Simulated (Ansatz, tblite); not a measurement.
# [Ni(NH3)(H2O)5]2+ (H13NNiO5 (+2)): rung by rung

One table from this session's results is given with a row withheld; the runs are named, their logs left out.

The runs use Ansatz 0.2.0, Gaussian basis; as each input shows.

Plan: GFN1-xTB, GFN2-xTB, PBE-D4/def2-TZVP, r2SCAN-D4/def2-TZVP, HSE06-D4/def2-TZVP, B97M-V/def2-TZVP, B2PLYP/def2-TZVP, PBE+5HF/def2-SVP, PBE+10HF/def2-SVP, PBE+15HF/def2-SVP, PBE+35HF/def2-SVP, PBE+50HF/def2-SVP, PBE-D4/def2-SVP, PBE0-D4/def2-SVP, HF/STO-3G, CCSD(T)/def2-SVP, MP2/def2-TZVP, RPA/def2-TZVP.

## The structure

The geometry is that of the triplet, from an earlier relaxation (r2SCAN-D4/def2-SVP).

20 atoms, charge 2, spin multiplicity 3.

Bond lengths: Ni1–N2 2.065 Å, Ni1–O6 2.079 Å, Ni1–O9 2.067 Å, Ni1–O12 2.069 Å, Ni1–O15 2.069 Å, Ni1–O18 2.069 Å, N2–H3 1.026 Å, N2–H4 1.026 Å, N2–H5 1.026 Å, O6–H7 0.970 Å, O6–H8 0.970 Å, O9–H10 0.970 Å, O9–H11 0.970 Å, O12–H13 0.970 Å, O12–H14 0.970 Å, O15–H16 0.970 Å, O15–H17 0.970 Å, O18–H19 0.971 Å and more. Angles: N2–Ni1–O6 179.3°, N2–Ni1–O9 94.6°, N2–Ni1–O12 94.5°, N2–Ni1–O15 93.5°, N2–Ni1–O18 94.5°, O6–Ni1–O9 84.8°, O6–Ni1–O12 86.1°, O6–Ni1–O15 86.1°, O6–Ni1–O18 85.9°, O9–Ni1–O12 170.9°, O9–Ni1–O15 89.8°, O9–Ni1–O18 89.1°, O12–Ni1–O15 89.6°, O12–Ni1–O18 90.2°, O15–Ni1–O18 171.9°, Ni1–N2–H3 114.7°, Ni1–N2–H4 113.2°, Ni1–N2–H5 113.7° and more.

Formally the metal is d8. No spin-orbit coupling is included. The ion is computed in the gas phase, without counter-ions or solvent.

PBE0-D4/def2-TZVP was run before; its log isn't repeated, and its numbers join the tables.

The first run:

Tight binding, by tblite at 300 K electronic temperature and without a spin-polarisation term:

```python
tblite.interface.Calculator('GFN1-xTB', numbers, positions, charge=2, uhf=2).singlepoint()
```

Tight binding, by tblite at 300 K electronic temperature and without a spin-polarisation term:

```python
tblite.interface.Calculator('GFN2-xTB', numbers, positions, charge=2, uhf=2).singlepoint()
```

start.molden holds the orbitals of an earlier run on this state, given as this run's starting guess.

Input file in.yaml:

```yaml
crystal:
  periodic: [false, false, false]
  atoms:
    - {symbol: Ni, position_ang: [0.000574, -0.004041, -0.007363]}
    - {symbol: N, position_ang: [-0.164841, 0.061950, 2.050240]}
    - {symbol: H, position_ang: [0.132252, -0.793585, 2.531843]}
    - {symbol: H, position_ang: [-1.124844, 0.224555, 2.373427]}
    - {symbol: H, position_ang: [0.397375, 0.801112, 2.486058]}
    - {symbol: O, position_ang: [0.185935, -0.053790, -2.077151]}
    - {symbol: H, position_ang: [-0.531354, -0.122464, -2.726804]}
    - {symbol: H, position_ang: [1.020702, -0.015846, -2.570356]}
    - {symbol: O, position_ang: [2.063874, 0.125583, -0.012442]}
    - {symbol: H, position_ang: [2.665505, -0.610885, 0.180782]}
    - {symbol: H, position_ang: [2.579261, 0.939437, 0.103966]}
    - {symbol: O, position_ang: [-2.038414, -0.144492, -0.329191]}
    - {symbol: H, position_ang: [-2.573648, -0.952293, -0.281678]}
    - {symbol: H, position_ang: [-2.661630, 0.598466, -0.357308]}
    - {symbol: O, position_ang: [-0.123249, 2.051150, -0.210908]}
    - {symbol: H, position_ang: [-0.272846, 2.774955, 0.417349]}
    - {symbol: H, position_ang: [-0.058431, 2.460059, -1.088611]}
    - {symbol: O, position_ang: [0.162355, -2.064772, -0.092318]}
    - {symbol: H, position_ang: [0.274643, -2.501038, -0.951947]}
    - {symbol: H, position_ang: [0.066780, -2.774050, 0.562391]}
basis:
  gaussian: {orbitals: def2-TZVP, initial_orbitals: start.molden}
total_charge: 2
magnetization: {spin_polarized: true, initial_magnetization: 2}
hamiltonian: {xc: pbe, dispersion: d4}
scf: {omitted_lower_state_checks: [starts]}
output: {orbitals: {seedname: orbitals}}
```

Started as:

```sh
> ansatz run in.yaml --threads 2 --pin off --events-out ev --progress --plain --max-ram 22528MiB --backend cuda --devices 0, --max-vram 18GiB
```

Among the steps run: PBE-D4/def2-TZVP; r2SCAN-D4/def2-TZVP; HSE06-D4/def2-TZVP; B97M-V/def2-TZVP; B2PLYP/def2-TZVP; PBE+5HF/def2-SVP; PBE+10HF/def2-SVP; PBE+15HF/def2-SVP; PBE+35HF/def2-SVP; PBE+50HF/def2-SVP; PBE-D4/def2-SVP; PBE0-D4/def2-SVP; HF/STO-3G; CCSD(T)/def2-SVP; MP2/def2-TZVP; RPA/def2-TZVP.

One of the session's tables, all rows but one given; the rest of the session is left out.

| level | HOMO (eV) | LUMO (eV) | gap (eV) |
| --- | --- | --- | --- |
| HF/STO-3G | -6.61 | 0.40 | 7.01 |
| PBE-D4/def2-SVP | -13.70 | -11.71 | 1.98 |
| PBE-D4/def2-TZVP | -14.21 | -12.22 | 1.99 |
| r2SCAN-D4/def2-TZVP | -14.87 | -11.25 | 3.62 |
| B97M-V/def2-TZVP | -15.16 | -11.10 | 4.06 |
| PBE0-D4/def2-SVP | -16.49 | -9.21 | 7.28 |
| PBE0-D4/def2-TZVP | -16.73 | -9.59 | 7.14 |
| HSE06-D4/def2-TZVP | -16.32 | -9.99 | 6.33 |
| PBE+5HF/def2-SVP | -14.31 | -11.25 | 3.07 |
| PBE+10HF/def2-SVP | -14.92 | -10.76 | 4.16 |
| PBE+15HF/def2-SVP | ? | ? | ? |
| PBE+35HF/def2-SVP | -17.37 | -8.12 | 9.26 |
| PBE+50HF/def2-SVP | -18.60 | -6.78 | 11.82 |

Estimate the missing values for PBE+15HF/def2-SVP.

The run gave: HOMO (eV): -15.52; LUMO (eV): -10.26; gap (eV): 5.26. In the column «HOMO (eV)» it lies between HSE06-D4/def2-TZVP (-16.32) and B97M-V/def2-TZVP (-15.16).
